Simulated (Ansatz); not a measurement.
InSb3:

```
Sb In
1.0
     0.00000    3.79455    3.79455
     3.79455    0.00000    3.79455
     3.79455    3.79455    0.00000
Sb In
3 1
Cartesian
  3.7946 3.7946 3.7946
  5.6918 5.6918 5.6918
  1.8973 1.8973 1.8973
  0.0000 0.0000 0.0000
```

The cell comes from a database or a generator and needn't be the stable form of this composition.

```yaml
Program: Ansatz 0.2.0
Task: single point
Functional: PBEsol
Potentials_or_basis: all-electron LAPW, scalar-relativistic
Cutoff: 170 eV (chosen from the basis error)
Basis_error_allowed: 0.001 eV/atom
k_mesh: 6 × 6 × 6
Occupations: fermi-dirac, width 0.05 eV
Spin: no spin polarisation
```

On this cell: pressure -3.1 GPa; largest force zero by symmetry; band gap on the k mesh none (metal or under the smearing width).

The same run follows on a disturbed copy (atoms moved at random, drawn with an rms of 0.05 Å):

```xyz
4
Lattice="0.0000 3.7946 3.7946 3.7946 0.0000 3.7946 3.7946 3.7946 0.0000" Properties=species:S:1:pos:R:3 pbc="T T T"
Sb    3.7799    3.7577    3.8583
Sb    5.6264    5.6284    5.7000
Sb    1.9345    1.8573    1.9199
In    0.0151    0.0023   -0.0521
```

**Question.** What changes?

**Answer.** The energy (extrapolated to zero smearing) moves by +3.3 meV/atom; pressure -3.0 GPa; largest force 0.187 eV/Å; band gap on the k mesh none (metal or under the smearing width).

Forces in eV/Å, atoms in the order of the input:
```
Sb   0.023  0.031 -0.083
Sb   0.099  0.055 -0.025
Sb  -0.072  0.002 -0.050
In  -0.049 -0.088  0.158
```

Stress tensor (GPa, compression positive):
```
-2.89  0.06  0.06
 0.06 -3.04  0.27
 0.06  0.27 -2.98
```
